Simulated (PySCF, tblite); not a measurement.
# C5H9F3P2: geometry, infrared bands and NMR shifts

What infrared bands and NMR shifts should C5H9F3P2 (`CC(C)(C)/P=P/C(F)(F)F`) show?

The runs use tblite 0.8.0 and PySCF 2.14.0, with density-fitted response routines of our own; the level of theory stands in each step. All values are computed, except where a source is named. Atoms are numbered from 0 throughout.

## Step 1: The molecule as given

19 atoms, charge 0, multiplicity 1; geometry from: force field or distance geometry start.

Bonds of the start (Å): C0–C1 1.55, C1–C2 1.53, C1–C3 1.54, C1–P4 1.92, P4–P5 2.18, P5–C6 1.89, C6–F7 1.36, C6–F8 1.37, C6–F9 1.37, C0–H10 1.11, C0–H11 1.10, C0–H12 1.09, C2–H13 1.10, C2–H14 1.10, C2–H15 1.09, C3–H16 1.09, C3–H17 1.11, C3–H18 1.10.

## Step 2: Geometry optimisation with GFN2-xTB

The job: settings as JSON, then the geometry in Å.

```
{"job": {"kind": "relax", "xc": "GFN2-xTB", "basis": "xTB"}, "charge": 0, "multiplicity": 1}
C     -1.183500    -0.764300     1.385200
C     -0.961600     0.095400     0.119400
C     -0.939800     1.582000     0.489300
C     -2.120600    -0.158700    -0.863800
P      0.659800    -0.424900    -0.766800
P      2.207800    -0.012700     0.714300
C      3.735200    -0.539100    -0.258500
F      3.937100     0.172900    -1.397400
F      3.726400    -1.857200    -0.625000
F      4.879300    -0.386100     0.470200
H     -2.171000    -0.536100     1.830000
H     -1.182300    -1.837300     1.160800
H     -0.446300    -0.575200     2.171500
H     -1.912700     1.889500     0.899200
H     -0.762600     2.221800    -0.391000
H     -0.194700     1.831600     1.250600
H     -2.012700     0.426300    -1.771200
H     -2.185500    -1.228200    -1.143300
H     -3.082000     0.109600    -0.398100
```

The run is started by

```sh
$ OMP_NUM_THREADS=1 python probes_run.py task.json out
```

One launch serves the whole session: the jobs run in the order shown.

**Question.** This job is followed by: GFN2-xTB harmonic vibrations, gas phase; GIAO PBE0/pcSseg-1 NMR shielding, non-relativistic, gas phase. What will the session give for the following? strongest single infrared mode (GFN2-xTB); zero-point energy (GFN2-xTB); ¹³C shifts against TMS (PBE0/pcSseg-1, means over atoms taken as alike); ¹H shifts against TMS (PBE0/pcSseg-1, means over atoms taken as alike); ³¹P shifts against H3PO4 (PBE0/pcSseg-1); ¹⁹F shifts against CFCl3 (PBE0/pcSseg-1, means over atoms taken as alike).

**Answer**, as computed:

```
                                                                 quantity                  value
                                strongest single infrared mode (GFN2-xTB)  1074 cm⁻¹, 304 km/mol
                                             zero-point energy (GFN2-xTB)          85.0 kcal/mol
  ¹³C shifts against TMS (PBE0/pcSseg-1, means over atoms taken as alike)  142.9, 47.6, 35.5 ppm
   ¹H shifts against TMS (PBE0/pcSseg-1, means over atoms taken as alike)               1.67 ppm
                                 ³¹P shifts against H3PO4 (PBE0/pcSseg-1)       815.2, 599.9 ppm
¹⁹F shifts against CFCl3 (PBE0/pcSseg-1, means over atoms taken as alike)              -49.8 ppm
```

What this shows: Relaxing lowered the energy by 0.396 eV in 41 steps; the close pair that moved most is P4–P5, from 2.182 to 2.028 Å. The lowest mode is slightly imaginary (18i cm⁻¹), a soft motion within the noise of the Hessian, so the minimum is not strictly shown. The strongest single mode, at 1074 cm⁻¹, moves mainly C6. GFN2-xTB is a fitted tight-binding method: band positions and strengths are rough. Its intensities can rank the bands wrongly. At PBE0/pcSseg-1: Shielding is most anisotropic at P4 (span 1855 ppm, paramagnetic term -1466 ppm).
